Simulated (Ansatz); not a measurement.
# CH7ClOSi2: a ladder of functionals and wavefunction methods

Aim: compute CH7ClOSi2 with functionals from several rungs and with coupled cluster, and see how far each lands from CCSD(T) at the basis-set limit for the atomisation energy.

Program: Ansatz 0.2.0, Gaussian basis. Level of theory: functionals in def2-TZVPP, the program's frozen cores in correlated methods. These are calculated values, not measurements.

The runs, in order: LDA (SPW92), PBE-D4, revPBE-D4, BLYP-D4, r2SCAN-D4, B97M-V, PBE0-D4, B3LYP-D4, r2SCANh-D4, r2SCAN0-D4, HSE06-D4, BHLYP-D4, CAM-B3LYP-D4, LC-ωPBE, ωB97X-V, ωB97M-V, B2PLYP, PBE-QIDH; CCSD(T)/def2-SVP; CCSD(T)/def2-TZVPP; MP2/def2-QZVPP; extrapolation to the limit; RPA on PBE.

## (1) The geometry

An earlier PBE0-D4 in a triple-zeta def2 set relaxation fixed the geometry.

SMILES `C[Si](O)([SiH3])Cl`, 12 atoms, charge 0, spin multiplicity 1.

Atoms are counted from 1 here; the program's logs count them from 0.

Bond lengths: C1–Si2 1.859 Å, C1–H6 1.092 Å, C1–H7 1.093 Å, C1–H8 1.093 Å, Si2–O3 1.642 Å, Si2–Si4 2.338 Å, Si2–Cl5 2.077 Å, O3–H9 0.959 Å, Si4–H10 1.488 Å, Si4–H11 1.488 Å, Si4–H12 1.485 Å. Angles: Si2–C1–H6 110.6°, Si2–C1–H7 110.7°, Si2–C1–H8 110.3°, H6–C1–H7 108.0°, H6–C1–H8 108.6°, H7–C1–H8 108.5°, C1–Si2–O3 112.3°, C1–Si2–Si4 114.8°, C1–Si2–Cl5 106.4°, O3–Si2–Si4 106.3°, O3–Si2–Cl5 109.1°, Si4–Si2–Cl5 107.8°, Si2–O3–H9 118.4°, Si2–Si4–H10 110.5°, Si2–Si4–H11 109.0°, Si2–Si4–H12 110.2°, H10–Si4–H11 108.5°, H10–Si4–H12 109.3° and more.

## (2) LDA

This LDA is Slater exchange with PW92 correlation.

Contents of in.yaml:

```yaml
crystal:
  periodic: [false, false, false]
  atoms:
    - {symbol: C, position_ang: [-1.213070, 1.191472, -0.342298]}
    - {symbol: Si, position_ang: [0.423960, 0.319900, -0.219634]}
    - {symbol: O, position_ang: [1.028181, -0.081370, -1.693157]}
    - {symbol: Si, position_ang: [0.391586, -1.651662, 1.036616]}
    - {symbol: Cl, position_ang: [1.724413, 1.644455, 0.711995]}
    - {symbol: H, position_ang: [-1.591917, 1.439819, 0.651701]}
    - {symbol: H, position_ang: [-1.114276, 2.122019, -0.907864]}
    - {symbol: H, position_ang: [-1.945638, 0.555086, -0.845308]}
    - {symbol: H, position_ang: [1.239001, 0.625037, -2.306999]}
    - {symbol: H, position_ang: [-0.513507, -2.653856, 0.410873]}
    - {symbol: H, position_ang: [-0.112418, -1.346651, 2.402862]}
    - {symbol: H, position_ang: [1.760685, -2.219548, 1.135212]}
basis:
  gaussian: {orbitals: def2-TZVPP}
hamiltonian: {xc: lda}
output: {orbitals: {seedname: orbitals}}
```

Launch:

```bash
$ ansatz run in.yaml --threads 4 --pin off --events-out ev --progress --plain --max-ram 10444MiB
```

After this run come: PBE-D4 (GGA); revPBE-D4 (GGA); BLYP-D4 (GGA); r2SCAN-D4 (meta-GGA); B97M-V (meta-GGA); PBE0-D4 (hybrid); B3LYP-D4 (hybrid); r2SCANh-D4 (hybrid); r2SCAN0-D4 (hybrid); HSE06-D4 (hybrid); BHLYP-D4 (hybrid); CAM-B3LYP-D4 (range-separated); LC-ωPBE (range-separated); ωB97X-V (range-separated); ωB97M-V (range-separated); B2PLYP (double hybrid); PBE-QIDH (double hybrid); CCSD(T) in def2-SVP; CCSD(T) in def2-TZVPP; MP2 in def2-QZVPP; RPA on PBE orbitals.

Q: Predict the results of all the runs planned. Wanted: atomisation energy, CCSD(T)/CBS; farthest beyond LDA; mean size of error, GGA; mean size of error, meta-GGA; mean size of error, hybrid; mean size of error, range-separated; mean size of error, double hybrid; gap, smallest and largest; T1 diagnostic.

**Answer**, as computed:

| quantity | value |
| --- | --- |
| atomisation energy, CCSD(T)/CBS | 43.389 eV |
| functionals within 0.217 eV (0.5 %) | PBE-D4, r2SCAN-D4, B97M-V, CAM-B3LYP-D4, ωB97X-V, ωB97M-V |
| farthest beyond LDA | BHLYP-D4 (-1.093 eV) |
| mean size of error, GGA | 0.479 eV |
| mean size of error, meta-GGA | 0.063 eV |
| mean size of error, hybrid | 0.474 eV |
| mean size of error, range-separated | 0.185 eV |
| mean size of error, double hybrid | 0.628 eV |
| gap, smallest and largest | 5.81 eV (LDA (SPW92)), 12.78 eV (LC-ωPBE) |
| T1 diagnostic | 0.0111 |
| triples share of the correlation energy | 3.7 % |

**Reading.** LDA overbinds by 5.164 eV (12 %). PBE-D4 misses by +0.036 eV. Double hybrids carry the basis error of their MP2 part in triple zeta, and no dispersion term here, so their miss is partly the set-up's. The rungs meta-GGA, range-separated miss on average by less than the doubt on the reference (0.217 eV), so they tie. The reference freezes the cores and leaves out relativity and excitations past (T), so misses under about 0.217 eV can't be ranked. Hartree-Fock recovers 75 % of the binding; the rest is correlation. CCSD(T) in def2-SVP is off by -3.152 eV, more than most functionals: a good method in a small basis is no reference. Orbital gaps span 5.8 to 12.8 eV; exact exchange widens them.
